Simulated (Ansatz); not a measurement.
# H4SSiTe: the cost of one run

Program: Ansatz 0.2.0. Level of theory: RKS PBE0-D4/def2-SVP. These are calculated values, not measurements.

## Step 1: The starting structure

Bond lengths: Si1–S2 2.146 Å, S2–Te3 2.398 Å, Si1–H4 1.458 Å, Si1–H5 1.458 Å, Si1–H6 1.451 Å, Te3–H7 1.648 Å. Angles: Si1–S2–Te3 100.0°, S2–Si1–H4 107.3°, S2–Si1–H5 107.2°, S2–Si1–H6 103.0°, H4–Si1–H5 111.2°, H4–Si1–H6 113.9°, H5–Si1–H6 113.5°, S2–Te3–H7 92.9°.

As a file:

```xyz
7

Si   -0.9498    0.5383   -0.2041
S     0.4769    0.3183    1.3841
Te    1.5660   -1.7016    0.6867
H    -1.8150   -0.6347   -0.1763
H    -0.1974    0.6079   -1.4516
H    -1.6259    1.7769    0.1347
H     2.5451   -0.9051   -0.3734
```

## Step 2: End point A

Contents of input.yaml:

```yaml
crystal:
  periodic: [false, false, false]
  atoms:
    - { symbol: Si, position_ang: [-0.94979, 0.53835, -0.20415] }
    - { symbol: S, position_ang: [0.47689, 0.31833, 1.38411] }
    - { symbol: Te, position_ang: [1.56596, -1.70158, 0.68667] }
    - { symbol: H, position_ang: [-1.81499, -0.63471, -0.17634] }
    - { symbol: H, position_ang: [-0.19737, 0.60785, -1.4516] }
    - { symbol: H, position_ang: [-1.62585, 1.77689, 0.13472] }
    - { symbol: H, position_ang: [2.54514, -0.90512, -0.37339] }
basis:
  gaussian: { orbitals: def2-SVP }
hamiltonian:
  xc: pbe0
  dispersion: d4
relax:
  f_tol: 0.015
  max_steps: 40
```

Started as:

```
$ ansatz run input.yaml --threads 1 --pin off --max-ram 2048MiB --backend cpu --events-out ev --progress --plain --runs-dir out
```

Q: Estimate wall time and peak memory on 1 thread of an Arm CPU, shared host.

About 32 s, with a peak of 0.18 GiB.
